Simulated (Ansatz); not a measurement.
# C₂H₈MgN₂: one species, many methods

One table from this session's results is given with a row withheld; the runs are named, their logs left out.

Computed with Ansatz 0.2.0, Gaussian basis. Level: functionals in def2-TZVPP, the program's frozen cores in correlated methods.

Levels to be run: PBE-D4, r2SCAN-D4, PBE0-D4, B3LYP-D4, ωB97X-V, ωB97M-V, B2PLYP; CCSD(T)/def2-TZVPP; MP2/def2-QZVPP; extrapolation to the limit.

## The relaxed structure

An earlier PBE0-D4 in a triple-zeta def2 set relaxation fixed the geometry.

SMILES `C[N](C)[Mg][NH2]`, 13 atoms, charge 0, spin multiplicity 1.

Atoms are counted from 1 here; the program's logs count them from 0.

Bond lengths: C1–N2 1.438 Å, C1–H6 1.096 Å, C1–H7 1.104 Å, C1–H8 1.104 Å, N2–C3 1.438 Å, N2–Mg4 1.897 Å, C3–H9 1.104 Å, C3–H10 1.096 Å, C3–H11 1.104 Å, Mg4–N5 1.884 Å, N5–H12 1.009 Å, N5–H13 1.009 Å. Angles: N2–C1–H6 111.6°, N2–C1–H7 112.4°, N2–C1–H8 112.4°, H6–C1–H7 106.9°, H6–C1–H8 106.9°, H7–C1–H8 106.3°, C1–N2–C3 110.5°, C1–N2–Mg4 124.7°, C3–N2–Mg4 124.8°, N2–C3–H9 112.4°, N2–C3–H10 111.6°, N2–C3–H11 112.4°, H9–C3–H10 106.9°, H9–C3–H11 106.3°, H10–C3–H11 106.9°, N2–Mg4–N5 180.0°, Mg4–N5–H12 126.4°, Mg4–N5–H13 126.5° and more.

Geometry (Å):

```xyz
13
C2H8MgN2
C     0.3255   -1.6862   -0.4210
N     0.2004   -0.2542   -0.3768
C     0.7325    0.3357   -1.5756
Mg   -0.5617    0.7194    1.0619
N    -1.3200    1.6854    2.4911
H    -0.0745   -2.1550    0.4854
H     1.3758   -2.0142   -0.5141
H    -0.2147   -2.1297   -1.2759
H     0.2111   -0.0141   -2.4840
H     0.6469    1.4282   -1.5608
H     1.8014    0.1003   -1.7217
H    -2.2910    1.9389    2.5943
H    -0.8317    2.0456    3.2970
```

The first run:

Input file in.yaml:

```yaml
crystal:
  periodic: [false, false, false]
  atoms:
    - {symbol: C, position_ang: [0.325527, -1.686246, -0.420978]}
    - {symbol: N, position_ang: [0.200440, -0.254212, -0.376779]}
    - {symbol: C, position_ang: [0.732514, 0.335688, -1.575596]}
    - {symbol: Mg, position_ang: [-0.561748, 0.719350, 1.061902]}
    - {symbol: N, position_ang: [-1.320023, 1.685406, 2.491148]}
    - {symbol: H, position_ang: [-0.074493, -2.154956, 0.485368]}
    - {symbol: H, position_ang: [1.375818, -2.014184, -0.514107]}
    - {symbol: H, position_ang: [-0.214676, -2.129703, -1.275880]}
    - {symbol: H, position_ang: [0.211095, -0.014069, -2.483969]}
    - {symbol: H, position_ang: [0.646863, 1.428203, -1.560770]}
    - {symbol: H, position_ang: [1.801419, 0.100277, -1.721708]}
    - {symbol: H, position_ang: [-2.291045, 1.938862, 2.594323]}
    - {symbol: H, position_ang: [-0.831681, 2.045574, 3.297045]}
basis:
  gaussian: {orbitals: def2-TZVPP}
hamiltonian: {xc: pbe, dispersion: d4}
output: {forces: true, orbitals: {seedname: orbitals}}
```

Launch:

```bash
$ ansatz run in.yaml --threads 2 --pin off --events-out ev --progress --plain --max-ram 31744MiB --backend cpu
```

Steps of the session up to this table: PBE-D4 (GGA); r2SCAN-D4 (meta-GGA); PBE0-D4 (hybrid); B3LYP-D4 (hybrid); ωB97X-V (range-separated); ωB97M-V (range-separated); B2PLYP (double hybrid); CCSD(T) in def2-TZVPP; MP2 in def2-QZVPP.

One table of the session follows, with a row left open; its other results are not shown here.

It belongs to the step «Atomisation energies». 

| method | atomisation energy (kJ/mol) |
| --- | --- |
| PBE-D4 | 4568.4 |
| r2SCAN-D4 | 4473.6 |
| PBE0-D4 | 4479.4 |
| B3LYP-D4 | 4495.0 |
| ωB97X-V | ? |
| ωB97M-V | 4481.6 |
| B2PLYP | 4436.7 |
| HF/def2-TZVPP | 3128.2 |
| MP2/def2-TZVPP | 4400.2 |
| CCSD/def2-TZVPP | 4281.5 |
| CCSD(T)/def2-TZVPP | 4345.5 |
| MP2/CBS | 4545.7 |
| CCSD(T)/CBS | 4491.0 |

Q: Estimate the row for ωB97X-V from the others.

As computed: atomisation energy (kJ/mol): 4493.8. In the column «atomisation energy (kJ/mol)» it lies between CCSD(T)/CBS (4491.0) and B3LYP-D4 (4495.0).
